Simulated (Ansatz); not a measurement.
**C4H9I: vertical ionisation energy**

How much energy removes an electron from C4H9I at fixed geometry? The cation is run at each level and the neutral's energy taken from earlier runs.

Method: unrestricted cation, the program's frozen cores in correlated methods; program: Ansatz 0.2.0, Gaussian basis.

The runs, in order: UKS PBE-D4/def2-TZVPP; UKS r2SCAN-D4/def2-TZVPP; UKS PBE0-D4/def2-TZVPP; UKS B3LYP-D4/def2-TZVPP; UKS wB97X-V/def2-TZVPP; UKS wB97M-V/def2-TZVPP; UKS B2PLYP/def2-TZVPP; UHF-CCSD(T)/def2-TZVPP; UHF-MP2/def2-QZVPP; extrapolation to the limit; then −ε(HOMO) from the neutral's earlier runs with LDA (SPW92), PBE-D4, revPBE-D4, BLYP-D4, r2SCAN-D4, B97M-V, PBE0-D4, B3LYP-D4, r2SCANh-D4, r2SCAN0-D4, HSE06-D4, BHLYP-D4, CAM-B3LYP-D4, LC-ωPBE, ωB97X-V, ωB97M-V.

## (1) The geometry

The geometry comes from an earlier relaxation with PBE0-D4 in a triple-zeta def2 set; it is a stationary point, not always the lowest conformer. I takes the def2 core potential; no spin-orbit term is included.

SMILES `CC(C)(C)I`, 14 atoms, charge 0, spin multiplicity 1.

Atoms are counted from 1 here; the program's logs count them from 0.

Bond lengths: C1–C2 1.515 Å, C1–H6 1.091 Å, C1–H7 1.091 Å, C1–H8 1.097 Å, C2–C3 1.515 Å, C2–C4 1.515 Å, C2–I5 2.197 Å, C3–H9 1.091 Å, C3–H10 1.091 Å, C3–H11 1.097 Å, C4–H12 1.097 Å, C4–H13 1.091 Å, C4–H14 1.091 Å. Angles: C2–C1–H6 111.6°, C2–C1–H7 111.6°, C2–C1–H8 108.7°, H6–C1–H7 108.5°, H6–C1–H8 108.1°, H7–C1–H8 108.1°, C1–C2–C3 111.7°, C1–C2–C4 111.7°, C1–C2–I5 107.2°, C3–C2–C4 111.7°, C3–C2–I5 107.2°, C4–C2–I5 107.2°, C2–C3–H9 111.6°, C2–C3–H10 111.6°, C2–C3–H11 108.7°, H9–C3–H10 108.5°, H9–C3–H11 108.1°, H10–C3–H11 108.1° and more.

Coordinates:

```xyz
14
C4H9I
C    -1.3399    0.4948    0.2698
C     0.0968    0.2556   -0.1454
C     0.9996    0.0544    1.0539
C     0.2113   -0.8895   -1.1300
I     0.7841    2.0692   -1.1774
H    -1.4257    1.3428    0.9503
H    -1.9826    0.6760   -0.5926
H    -1.7083   -0.3982    0.7888
H     0.9440    0.8967    1.7446
H     2.0399   -0.0811    0.7556
H     0.6773   -0.8473    1.5882
H    -0.1265   -1.8098   -0.6385
H     1.2414   -1.0373   -1.4567
H    -0.4114   -0.7263   -2.0105
```

## (2) Cation, UKS PBE-D4/def2-TZVPP

in.yaml reads:

```yaml
crystal:
  periodic: [false, false, false]
  atoms:
    - {symbol: C, position_ang: [-1.339883, 0.494802, 0.269786]}
    - {symbol: C, position_ang: [0.096835, 0.255624, -0.145440]}
    - {symbol: C, position_ang: [0.999614, 0.054437, 1.053861]}
    - {symbol: C, position_ang: [0.211307, -0.889495, -1.130027]}
    - {symbol: I, position_ang: [0.784096, 2.069192, -1.177381]}
    - {symbol: H, position_ang: [-1.425707, 1.342838, 0.950299]}
    - {symbol: H, position_ang: [-1.982633, 0.675967, -0.592584]}
    - {symbol: H, position_ang: [-1.708348, -0.398225, 0.788776]}
    - {symbol: H, position_ang: [0.944020, 0.896699, 1.744613]}
    - {symbol: H, position_ang: [2.039949, -0.081082, 0.755591]}
    - {symbol: H, position_ang: [0.677289, -0.847336, 1.588213]}
    - {symbol: H, position_ang: [-0.126494, -1.809799, -0.638549]}
    - {symbol: H, position_ang: [1.241403, -1.037273, -1.456662]}
    - {symbol: H, position_ang: [-0.411439, -0.726348, -2.010485]}
basis:
  gaussian: {orbitals: def2-TZVPP}
total_charge: 1
magnetization: {spin_polarized: true, initial_magnetization: 1}
hamiltonian: {xc: pbe, dispersion: d4}
```

On the command line:

```console
ansatz run in.yaml --threads 2 --pin off --events-out ev --progress --plain --max-ram 22528MiB --backend cuda --devices 0, --max-vram 18GiB
```

The runs that follow: Cation, UKS r2SCAN-D4/def2-TZVPP; Cation, UKS PBE0-D4/def2-TZVPP; Cation, UKS B3LYP-D4/def2-TZVPP; Cation, UKS wB97X-V/def2-TZVPP; Cation, UKS wB97M-V/def2-TZVPP; Cation, UKS B2PLYP (frozen core)/def2-TZVPP; Cation, UHF-CCSD(T)/def2-TZVPP; Cation, UHF-MP2/def2-QZVPP.

Q: Predict the results of all the runs planned. Wanted: ionisation energy, CCSD(T)/CBS; nearest functional by difference; nearest −ε(HOMO); −ε(HOMO) of PBE; T1 of the cation.

As calculated:

```
                        quantity                value
  ionisation energy, CCSD(T)/CBS              9.44 eV
nearest functional by difference  B3LYP-D4 (-0.15 eV)
                nearest −ε(HOMO)   ωB97X-V (-0.05 eV)
                 −ε(HOMO) of PBE              5.96 eV
                T1 of the cation                0.011
```

In words: By cation minus neutral, the functionals miss by 0.31 eV at most. −ε(HOMO) of PBE misses by 3.5 eV, since self-interaction lifts the level. Among orbital estimates ωB97X-V comes nearest. Hartree-Fock falls 1.20 eV short, as the neutral has more correlation energy than the cation. Correlated methods include outer-core shells of I, which these sets cover unevenly. With outer-core shells in play the reference is unsure by up to some tenths of an eV, so close misses can't be ranked.
